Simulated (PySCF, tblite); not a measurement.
**C₄H₁₀FGaSi: geometry, infrared bands and NMR shifts**

What infrared bands and NMR shifts should C₄H₁₀FGaSi (`C=C[CH2][Ga]([F])[CH2][SiH3]`) show?

The runs use tblite 0.8.0 and PySCF 2.14.0, with density-fitted response routines of our own; the level of theory stands in each step. All values are computed, except where a source is named. Atoms count from 0, in the outputs and in this text.

## Step 1: The molecule as given

17 atoms, charge 0, multiplicity 1; geometry from: force field or distance geometry start.

Bonds of the start (Å): C0–C1 1.31, C1–C2 1.50, C2–Ga3 1.90, Ga3–F4 2.00, Ga3–C5 2.01, C5–Si6 1.87, C0–H7 1.08, C0–H8 1.09, C1–H9 1.08, C2–H10 1.13, C2–H11 1.10, C5–H12 1.09, C5–H13 1.10, Si6–H14 1.47, Si6–H15 1.46, Si6–H16 1.47.

## Step 2: Geometry optimisation with GFN2-xTB

The job: settings as JSON, then the geometry in Å.

```
{"job": {"kind": "relax", "xc": "GFN2-xTB", "basis": "xTB"}, "charge": 0, "multiplicity": 1}
C     -3.275600     1.002000    -0.660700
C     -2.480700     0.346100     0.147300
C     -1.329900    -0.417500    -0.443700
Ga     0.135500     0.450400     0.388100
F      0.433900    -0.902400     1.824000
C      1.894500     0.804100    -0.527600
Si     3.138300     0.242000     0.755900
H     -4.126600     1.587700    -0.345100
H     -3.069500     0.959200    -1.728000
H     -2.591900     0.313300     1.223300
H     -1.586600    -1.497300    -0.247700
H     -1.276400    -0.251000    -1.526900
H      1.725000     0.053000    -1.292400
H      2.129100     1.806300    -0.916400
H      2.455500     0.164100     2.057400
H      4.282400     1.136200     0.873400
H      3.536000    -1.134900     0.409400
```

Launch:

```sh
$ OMP_NUM_THREADS=1 python probes_run.py task.json out
```

This one command runs all jobs of the session in turn.

**Question.** This job is followed by: GFN2-xTB harmonic vibrations, gas phase; GIAO PBE0/pcSseg-1 NMR shielding, non-relativistic, gas phase. Predict these results of the whole session: strongest single infrared mode (GFN2-xTB); zero-point energy (GFN2-xTB); ¹³C shifts against TMS (PBE0/pcSseg-1); ¹H shifts against TMS (PBE0/pcSseg-1, means over atoms taken as alike); ¹⁹F shifts against CFCl3 (PBE0/pcSseg-1); ²⁹Si shifts against TMS (PBE0/pcSseg-1); shieldings of Ga (PBE0/pcSseg-1).

**Answer**, as computed:

| quantity | value |
| --- | --- |
| strongest single infrared mode (GFN2-xTB) | 783 cm⁻¹, 555 km/mol |
| zero-point energy (GFN2-xTB) | 73.3 kcal/mol |
| ¹³C shifts against TMS (PBE0/pcSseg-1) | 141.3, 119.0, 37.4, -0.2 ppm |
| ¹H shifts against TMS (PBE0/pcSseg-1, means over atoms taken as alike) | 6.48, 5.36, 5.17, 4.22, 2.50, 0.32 ppm |
| ¹⁹F shifts against CFCl3 (PBE0/pcSseg-1) | -108.2 ppm |
| ²⁹Si shifts against TMS (PBE0/pcSseg-1) | -73.4 ppm |
| shieldings of Ga (PBE0/pcSseg-1) | Ga3 1385.7 ppm |

**Reading.** Over 116 steps the energy fell by 1.347 eV; of the close pairs, Ga3–F4 changed most, 1.995 to 1.775 Å. The lowest mode is slightly imaginary (18i cm⁻¹), a soft motion within the noise of the Hessian, so the minimum is not strictly shown. The strongest single mode, at 783 cm⁻¹, moves mainly H15 and H16. Unscaled tight-binding wavenumbers are off by several per cent, some by more. Its intensities can rank the bands wrongly. The most deshielded carbon is C1 (alkene CH), at 141.3 ppm: an sp2 carbon of a C=C bond. H9 (hydrogen on an alkene CH) lies farthest downfield among hydrogen, at 6.48 ppm; a vinylic proton, deshielded by the sp2 carbon and the C=C anisotropy. At PBE0/pcSseg-1: The largest span, 550 ppm, is at Ga3, where the paramagnetic term is -1256 ppm. Spin-orbit coupling is left out, which matters for shieldings and couplings at and beside the heavy atoms.
